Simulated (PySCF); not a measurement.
**CH₅Ga: geometry, NMR shifts, spin-spin couplings, electronic excitations and core binding energies**

Aim: predict the NMR shifts, spin-spin couplings, electronic excitations and core binding energies of CH₅Ga (`[CH3][GaH2]`).

The runs use PySCF 2.14.0, with density-fitted response routines of our own; the level of theory stands in each step. All values are computed, except where a source is named. Atoms count from 0, in the outputs and in this text.

## Step 1: Starting geometry

7 atoms, charge 0, multiplicity 1; geometry from: GFN2-xTB.

Bonds of the start (Å): C0–Ga1 2.02, C0–H2 1.09, C0–H3 1.09, C0–H4 1.09, Ga1–H5 1.58, Ga1–H6 1.58.

## Step 2: Optimising the geometry at PBE0-D3(BJ)/def2-SVP

Job settings and geometry (Å):

```
{"job": {"xc": "PBE0", "basis": "def2-SVP", "d3": "d3bj", "grid": 1, "kind": "geom"}, "charge": 0, "multiplicity": 1}
C     -0.946326    -0.048319     0.028753
Ga     1.068422     0.052965    -0.043568
H     -1.400276     0.579641    -0.744152
H     -1.327365     0.296683     0.994576
H     -1.289728    -1.077222    -0.118423
H      1.874203     1.398854    -0.229586
H      2.024404    -1.197698     0.085324
```

The log of the run:

```text
step   0  E = -1965.36085798  max force = 0.016248
step   1  E = -1965.36162709  max force = 0.006344
step   2  E = -1965.36219828  max force = 0.003973
step   3  E = -1965.36257951  max force = 0.001061
step   4  E = -1965.36260363  max force = 0.000376
step   5  E = -1965.36260542  max force = 0.000067
optimisation converged
```

Run time: 8.7 s. Hardware: 1 thread, shared host.

The steps of the relaxation:

```tsv
step	energy from step 0 (eV)	largest force component (eV/Å)
0	0.0000	0.8355
1	-0.0209	0.3262
2	-0.0365	0.2043
3	-0.0468	0.0546
4	-0.0475	0.0193
5	-0.0476	0.0034
```

Distances of close pairs at the start and the end, largest changes first:

```tsv
bond	before (Å)	after (Å)	change (Å)
C0–Ga1	2.019	1.967	-0.052
C0–H3	1.094	1.104	+0.010
C0–H2	1.094	1.101	+0.007
C0–H4	1.095	1.099	+0.005
Ga1–H6	1.579	1.576	-0.004
Ga1–H5	1.580	1.576	-0.003
```

The next job starts from the end point, and lists it.

```tsv
at the end point	value
point group (found at 0.08 Å tolerance)	C1
rotational constants (GHz, main isotopes)	73.118, 8.984, 8.420
dipole moment (D)	0.76
```

## Step 3: NMR shieldings: PBE0/pcSseg-1

Job settings and geometry (Å):

```
{"job": {"kind": "nmr", "xc": "PBE0", "basis": "pcSseg-1"}, "charge": 0, "multiplicity": 1}
C     -0.735349    -0.139580    -0.507493
Ga     0.884926     0.144286     0.570145
H     -0.745255     0.515374    -1.392622
H     -1.618208     0.131412     0.097282
H     -0.855249    -1.183889    -0.829551
H      1.418163     1.607016     0.817763
H      1.654481    -1.068123     1.218283
```

Method: GIAO PBE0/pcSseg-1 NMR shielding, non-relativistic, gas phase.

The log of the run:

```text
coarse grid: 24960 points
cycle   1  E = -1965.3449182902  dE = -6.763e-01  |g| = 9.753e-01  |ddm| = 2.283e+00
cycle   2  E = -1965.2915095211  dE =  5.341e-02  |g| = 1.132e+00  |ddm| = 9.721e-01
cycle   3  E = -1965.4276858717  dE = -1.362e-01  |g| = 6.447e-02  |ddm| = 6.133e-01
cycle   4  E = -1965.4282800842  dE = -5.942e-04  |g| = 1.149e-02  |ddm| = 5.104e-02
cycle   5  E = -1965.4283141915  dE = -3.411e-05  |g| = 3.526e-03  |ddm| = 1.231e-02
cycle   6  E = -1965.4283169408  dE = -2.749e-06  |g| = 2.511e-04  |ddm| = 2.588e-03
final grid: 51360 points
cycle   7  E = -1965.4283018763  dE = -1.991e-08  |g| = 1.567e-04  |ddm| = 5.316e-04
cycle   8  E = -1965.4283018761  dE =  1.410e-10  |g| = 1.766e-04  |ddm| = 3.178e-04
cycle   9  E = -1965.4283018836  dE = -7.453e-09  |g| = 1.818e-05  |ddm| = 1.453e-04
cycle  10  E = -1965.4283018837  dE = -8.367e-11  |g| = 1.956e-06  |ddm| = 1.724e-05
converged SCF energy = -1965.4283018837

GIAO shielding tensors (ppm)
atom      isotropic    diamagn.    paramagn.     s11        s22        s33       span
  0 C      183.393     253.443     -70.050    159.288    189.322    201.568     42.280
  1 Ga    1068.858    2637.322   -1568.464    777.851   1034.779   1393.942    616.091
  2 H       30.776      30.020       0.756     26.573     27.975     37.781     11.208
  3 H       31.273      29.862       1.412     27.406     27.840     38.573     11.167
  4 H       30.536      30.130       0.406     26.189     27.991     37.428     11.239
  5 H       24.983      27.622      -2.639     19.800     21.585     33.564     13.764
  6 H       24.924      27.576      -2.652     19.779     21.429     33.563     13.783
```

It took 4 s on 1 thread, shared host.

Shifts follow as δ = σ(reference) − σ, with reference shieldings (ppm) from runs at the same level and on the same kind of geometry: ¹H TMS 31.27, ¹³C TMS 184.4, ⁷¹Ga GaH4- 1710. The references are single molecules in the gas phase. Shifts against hydride references such as AlH4− lie on their own scale. Atoms listed in one row are averaged.

```tsv
atoms	environment	σ (ppm)	δ (ppm)
C0	methyl carbon bonded to Ga	183.4	1.0
H5, H6	hydrogen on a Ga bonded to C	24.95	6.31
H2, H3, H4	hydrogen on a methyl carbon bonded to Ga	30.86	0.41
Ga1	Ga bonded to C, 2 H	1069	641
```

Charges from the same density, by scheme (e):

```tsv
atoms	Mulliken	IAO	Hirshfeld	ESP fit
C0	-0.70	-0.74	-0.25	-0.65
Ga1	0.52	0.58	0.44	0.84
```

Mayer bond orders: C0–Ga1 0.90.

## Step 4: Spin-spin couplings: B3LYP/pcSseg-1+pcJ-1

The job, as its differences from that of step 3:

```diff
@@ -1,2 +1,2 @@
-{"job": {"kind": "nmr", "xc": "PBE0", "basis": "pcSseg-1"}, "charge": 0, "multiplicity": 1}
+{"job": {"kind": "j", "xc": "B3LYP", "basis": "pcJ-1"}, "charge": 0, "multiplicity": 1}
 C     -0.735349    -0.139580    -0.507493
```

Level: B3LYP/pcJ-1 Ga:pcSseg-1 indirect spin-spin coupling, non-relativistic, gas phase.

The log of the run:

```text
coarse grid: 24960 points
cycle   1  E = -1965.7093557945  dE = -6.622e-01  |g| = 1.069e+00  |ddm| = 2.115e+00
cycle   2  E = -1965.6200895775  dE =  8.927e-02  |g| = 1.310e+00  |ddm| = 1.122e+00
cycle   3  E = -1965.8112855472  dE = -1.912e-01  |g| = 7.837e-02  |ddm| = 7.395e-01
cycle   4  E = -1965.8123054300  dE = -1.020e-03  |g| = 3.219e-02  |ddm| = 8.162e-02
cycle   5  E = -1965.8125555202  dE = -2.501e-04  |g| = 3.715e-03  |ddm| = 2.574e-02
cycle   6  E = -1965.8125587906  dE = -3.270e-06  |g| = 3.670e-04  |ddm| = 3.514e-03
final grid: 51360 points
cycle   7  E = -1965.8125326047  dE = -2.277e-08  |g| = 3.491e-04  |ddm| = 8.301e-04
cycle   8  E = -1965.8125325795  dE =  2.518e-08  |g| = 4.821e-04  |ddm| = 7.425e-04
cycle   9  E = -1965.8125326429  dE = -6.345e-08  |g| = 3.449e-05  |ddm| = 3.869e-04
cycle  10  E = -1965.8125326432  dE = -2.983e-10  |g| = 7.858e-06  |ddm| = 3.075e-05
converged SCF energy = -1965.8125326432

Indirect spin-spin couplings (Hz)
  i      j    bonds     total        FC       PSO       DSO        SD
  0 C    2 H    1    134.211   131.223     1.791     0.830     0.367
  0 C    3 H    1    128.194   125.024     1.961     0.847     0.361
  0 C    4 H    1    138.260   135.384     1.685     0.819     0.372
  0 C    5 H    2     21.775    22.599     0.030    -0.853    -0.002
  0 C    6 H    2     21.906    22.758     0.027    -0.880     0.001
  2 H    3 H    2    -16.132   -17.438     2.958    -1.913     0.261
  2 H    4 H    2    -10.844   -12.032     3.170    -2.186     0.204
  2 H    5 H    3     -1.573    -0.840     0.350    -1.117     0.033
  2 H    6 H    3      3.189     5.461     1.367    -3.641     0.002
  3 H    4 H    2    -13.921   -15.173     3.056    -2.036     0.232
  3 H    5 H    3     -3.024    -1.775     0.692    -1.956     0.014
  3 H    6 H    3     -1.934    -0.135     1.034    -2.838     0.004
  4 H    5 H    3      6.836     9.223     1.490    -3.876    -0.001
  4 H    6 H    3     -0.430     0.163     0.240    -0.874     0.040
  5 H    6 H    2     47.065    51.145     1.256    -5.372     0.036
```

Wall time 8 s (1 thread, shared host).

A choice of the couplings up to four bonds, sorted by the number of bonds, with means over like pairs; isotopes 13C, 1H:

```tsv
pair	bonds	J (Hz)	Fermi contact (Hz)
C0–H2	1	133.6	130.5
H5–H6	2	47.1	51.1
C0–H5	2	21.8	22.7
H2–H3	2	-13.6	-14.9
```

The response was solved for the nuclei of C, H alone, so couplings that need other nuclei can be missing.

Quadrupole couplings from the field gradients of the same density:

```tsv
atom	isotope	eQq/h (MHz)	η
Ga1	69Ga	171.4	0.05
```

Shifts (PBE0/pcSseg-1, unscaled) and these couplings together give the proton spectrum at 400 MHz below. Couplings to quadrupolar nuclei are left out.

¹H NMR δ 6.31 (br, 2H), 0.41 (s, 3H).

## Step 5: Excited states and response: wB97X-D/def2-SVPD

The job, as its differences from that of step 4:

```diff
@@ -1,2 +1,2 @@
-{"job": {"kind": "j", "xc": "B3LYP", "basis": "pcJ-1"}, "charge": 0, "multiplicity": 1}
+{"job": {"kind": "uv", "xc": "wB97X-D", "basis": "def2-SVPD", "ip": true}, "charge": 0, "multiplicity": 1}
 C     -0.735349    -0.139580    -0.507493
```

With the program's defaults for keys left out, this is: TDDFT wB97X-D/def2-SVPD, vertical, gas phase, core orbitals frozen in the response.

The log of the run:

```text
coarse grid: 24960 points
cycle   1  E = -1965.6891925147  dE = -6.651e-01  |g| = 4.610e-01  |ddm| = 2.614e+00
cycle   2  E = -1965.6942091517  dE = -5.017e-03  |g| = 4.796e-01  |ddm| = 7.277e-01
cycle   3  E = -1965.7222526574  dE = -2.804e-02  |g| = 2.518e-02  |ddm| = 3.923e-01
cycle   4  E = -1965.7223843694  dE = -1.317e-04  |g| = 1.287e-02  |ddm| = 5.653e-02
cycle   5  E = -1965.7224331469  dE = -4.878e-05  |g| = 2.536e-03  |ddm| = 2.095e-02
cycle   6  E = -1965.7224352426  dE = -2.096e-06  |g| = 3.894e-04  |ddm| = 5.124e-03
final grid: 51360 points
cycle   7  E = -1965.7227357511  dE = -7.446e-07  |g| = 4.322e-04  |ddm| = 4.232e-03
cycle   8  E = -1965.7227357748  dE = -2.364e-08  |g| = 4.159e-04  |ddm| = 8.858e-04
cycle   9  E = -1965.7227357926  dE = -1.783e-08  |g| = 5.118e-05  |ddm| = 3.014e-04
cycle  10  E = -1965.7227357937  dE = -1.164e-09  |g| = 1.390e-05  |ddm| = 1.073e-04
cycle  11  E = -1965.7227357938  dE = -1.032e-10  |g| = 4.461e-06  |ddm| = 2.889e-05
converged SCF energy = -1965.7227357938

Static polarisability (au): isotropic 44.516, principal 35.620 45.367 52.561

Singlet excitations
state   eV       nm        f      main configurations
  1   5.2294    237.1   0.00271   H->L 0.99
  2   5.3323    232.5   0.00000   H-1->L 0.99
  3   7.6332    162.4   0.06908   H->L+1 0.81, H->L+2 0.16
  4   7.8845    157.3   0.13689   H-1->L+1 0.93
  5   8.1897    151.4   0.06881   H-1->L+2 0.88
  6   8.2480    150.3   0.24057   H->L+2 0.58, H->L+3 0.22, H->L+1 0.10
  7   8.6400    143.5   0.13037   H->L+3 0.70, H->L+2 0.13
  8   8.7678    141.4   0.16371   H-1->L+3 0.70, H->L+5 0.12
  9   8.8261    140.5   0.00028   H-3->L 0.97
 10   8.9247    138.9   0.18214   H-2->L 0.86

Triplet excitations (Tamm-Dancoff, eV): 4.9407 4.9737 7.1708 7.3736
Vertical ionisation energy (delta-SCF) = 10.4101 eV
```

It took 12 s on 1 thread, shared host.

Frontier orbitals and where they lie:

```tsv
orbital	eV	atoms
HOMO−3	-13.13	C0 49 %, H4 24 %, H2 15 %
HOMO−2	-13.02	C0 50 %, H3 24 %, H2 15 %
HOMO−1	-10.12	Ga1 40 %, H5 26 %, H6 26 %
HOMO	-9.93	C0 40 %, Ga1 28 %, H6 9 %
LUMO	0.28	Ga1 66 %, C0 10 %, H6 10 %
LUMO+1	1.62	Ga1 79 %, C0 6 %
LUMO+2	2.38	Ga1 35 %, C0 25 %, H6 12 %
```

With each of the 10 states as a Gaussian band of 0.4 eV half-width at 1/e, the curve within the window shown has maxima at 143 nm (ε 20,000) L/(mol cm). Beyond the last state computed it falls off for lack of states. The curve at chosen wavelengths:

(nm, ε (L/mol/cm)): (134, 6656), (139, 17727), (145, 20033), (150, 18797), (155, 15366), (161, 8929), (166, 4258), (171, 1447), (177, 246), (182, 39), (187, 5), (193, 0), (198, 0), (203, 1), (208, 4), (214, 16), (219, 36), (224, 64), (230, 95), (235, 109), (240, 106), (246, 86), (251, 63), (256, 42), (262, 22), (267, 12)

Further results of this job:

```tsv
property	computed
dipole moment (D)	0.68
polarisability (Å³)	6.60
HOMO–LUMO gap (eV)	10.20
−ε(HOMO) (eV)	9.93
```

## Step 6: NMR shieldings: HF/pcSseg-2

The job, as its differences from that of step 5:

```diff
@@ -1,2 +1,2 @@
-{"job": {"kind": "uv", "xc": "wB97X-D", "basis": "def2-SVPD", "ip": true}, "charge": 0, "multiplicity": 1}
+{"job": {"kind": "nmr", "xc": "HF", "basis": "pcSseg-2", "pop": false}, "charge": 0, "multiplicity": 1}
 C     -0.735349    -0.139580    -0.507493
```

Method: GIAO HF/pcSseg-2 NMR shielding, non-relativistic, gas phase.

The log of the run:

```text
final grid: 51360 points
cycle   1  E = -1964.0046718930  dE = -7.692e-01  |g| = 5.765e-01  |ddm| = 1.603e+00
cycle   2  E = -1964.0276170057  dE = -2.295e-02  |g| = 4.480e-01  |ddm| = 3.501e-01
cycle   3  E = -1964.0390717189  dE = -1.145e-02  |g| = 4.843e-02  |ddm| = 1.153e-01
cycle   4  E = -1964.0397487099  dE = -6.770e-04  |g| = 7.203e-03  |ddm| = 5.844e-02
cycle   5  E = -1964.0397768523  dE = -2.814e-05  |g| = 1.520e-03  |ddm| = 1.457e-02
cycle   6  E = -1964.0397776363  dE = -7.840e-07  |g| = 4.296e-04  |ddm| = 1.596e-03
cycle   7  E = -1964.0397777470  dE = -1.107e-07  |g| = 8.303e-05  |ddm| = 9.335e-04
cycle   8  E = -1964.0397777517  dE = -4.679e-09  |g| = 1.452e-05  |ddm| = 2.235e-04
cycle   9  E = -1964.0397777519  dE = -1.578e-10  |g| = 3.240e-06  |ddm| = 3.574e-05
converged SCF energy = -1964.0397777519

GIAO shielding tensors (ppm)
atom      isotropic    diamagn.    paramagn.     s11        s22        s33       span
  0 C      195.692     236.495     -40.802    179.820    196.381    210.876     31.056
  1 Ga    1360.353    2637.819   -1277.466   1161.201   1384.200   1535.657    374.456
  2 H       31.478      28.550       2.928     26.967     28.437     39.030     12.063
  3 H       31.944      28.441       3.502     27.880     28.325     39.626     11.747
  4 H       31.253      28.578       2.675     26.530     28.427     38.800     12.270
  5 H       26.233      28.726      -2.493     21.186     22.149     35.363     14.177
  6 H       26.178      28.679      -2.501     21.173     22.020     35.341     14.168
```

Run time: 4.3 s. Hardware: 1 thread, shared host.

This run: δ C0 -4.2, Ga1 470, H5 5.48, H2 0.12 ppm (means over like atoms).

## Step 7: Core holes by ΔSCF: SCAN, X2C

The job, as its differences from that of step 6:

```diff
@@ -1,2 +1,2 @@
-{"job": {"kind": "nmr", "xc": "HF", "basis": "pcSseg-2", "pop": false}, "charge": 0, "multiplicity": 1}
+{"job": {"kind": "xps"}, "charge": 0, "multiplicity": 1}
 C     -0.735349    -0.139580    -0.507493
```

Level: delta-SCF UKS SCAN, pcX-2 on the ionised atom, pcseg-1 elsewhere, spin-free X2C.

The log of the run:

```text
ground state, core basis on atom 0 (C), 97 functions
  cycle   1  E = -1980.74249502  |g| = 4.44e-01
  cycle   2  E = -1980.68403132  |g| = 6.28e-01
  cycle   3  E = -1980.79261291  |g| = 5.68e-02
  cycle   4  E = -1980.79365284  |g| = 1.42e-02
  cycle   5  E = -1980.79370056  |g| = 3.83e-03
  cycle   6  E = -1980.79370590  |g| = 1.22e-03
  cycle   7  E = -1980.79370586  |g| = 1.12e-04
  E(ground) = -1981.05037693 Eh
hole in C 1s of atom 0
  cycle   1  E = -1969.56305383  |g| = 1.50e+00
  cycle   2  E = -1969.00744723  |g| = 1.73e+00
  cycle   3  E = -1970.10207842  |g| = 2.89e-01
  cycle   4  E = -1970.13451890  |g| = 5.01e-02
  cycle   5  E = -1970.13539283  |g| = 1.11e-02
  cycle   6  E = -1970.13545320  |g| = 5.24e-03
  cycle   7  E = -1970.13547262  |g| = 1.16e-03
  cycle   8  E = -1970.13547512  |g| = 5.26e-04
  cycle   9  E = -1970.13547432  |g| = 5.23e-05
  E(ion) = -1970.39107827 Eh   <S^2> = 0.7679   hole on atom = 1.000   binding energy = 290.054 eV
```

Run time: 3 s. Hardware: 1 thread, shared host.

The holes in one table. −ε is the ground-state orbital energy:

```tsv
hole	stands for	environment	ΔSCF (eV)	−ε (eV)	⟨S²⟩
C1s on C0	C0	methyl carbon bonded to Ga	290.05	273.2	0.768
```

## Step 8: Comparing the runs: NMR shifts

Shifts (ppm), means over like atoms, with basis size and wall time:

```tsv
run	C0	H5	H2	Ga1	functions	time
PBE0/pcSseg-1	1.0	6.31	0.41	641	83	4 s
HF/pcSseg-2	-4.2	5.48	0.12	470	169	4.3 s
```

## Step 9: Outcome

```
                                                              quantity                        value
                                                           point group                           C1
                                  rotational constants (main isotopes)        73.12, 8.98, 8.42 GHz
                                ¹³C shifts against TMS (PBE0/pcSseg-1)                      1.0 ppm
¹H shifts against TMS (PBE0/pcSseg-1, means over atoms taken as alike)               6.31, 0.41 ppm
                             ⁷¹Ga shifts against GaH4- (PBE0/pcSseg-1)                      641 ppm
                  largest coupling of the table (B3LYP/pcSseg-1+pcJ-1)      ¹J(C,H) C0–H2, 133.6 Hz
                                    lowest singlet (wB97X-D/def2-SVPD)  5.23 eV (237 nm), f = 0.003
                              brightest single state of those computed  state 6, 8.25 eV, f = 0.241
                                                        lowest triplet                      4.94 eV
                                     vertical ionisation energy (ΔSCF)                     10.41 eV
                                      C1s binding energies, SCAN/pcX-2                 C0 290.05 eV
                                             range of the shift of Ga1               470 to 641 ppm
```

What this shows: Relaxing lowered the energy by 0.048 eV in 5 steps; the close pair that moved most is C0–Ga1, from 2.019 to 1.967 Å. No frequency check was run at this level, so the end point may be a saddle. At PBE0/pcSseg-1: The widest tensor belongs to Ga1: span 616 ppm, with a paramagnetic part of -1568 ppm. In the run at B3LYP/pcSseg-1+pcJ-1, the largest coupling of the table is C0–H2 (mean over like pairs), 133.6 Hz, of which the Fermi-contact term gives 130.5 Hz. The lowest singlet, at 5.23 eV, is HOMO→LUMO 0.99 and is weak; of the 10 states computed, the strongest absorption comes from state 6 at 8.25 eV (the last state computed is bright too, and its partners may lie past the list). The lowest triplet lies 0.29 eV below the lowest singlet (triplets in Tamm-Dancoff, singlets in full TDDFT). The orbital energy would give 9.93 eV for ionisation, ΔSCF gives 10.41 eV. Across the 2 runs the shift of Ga1 moves most, between 470 (HF/pcSseg-2) and 641 ppm (PBE0/pcSseg-1). Spin-orbit coupling is left out, which matters for shieldings and couplings at and beside the heavy atoms.
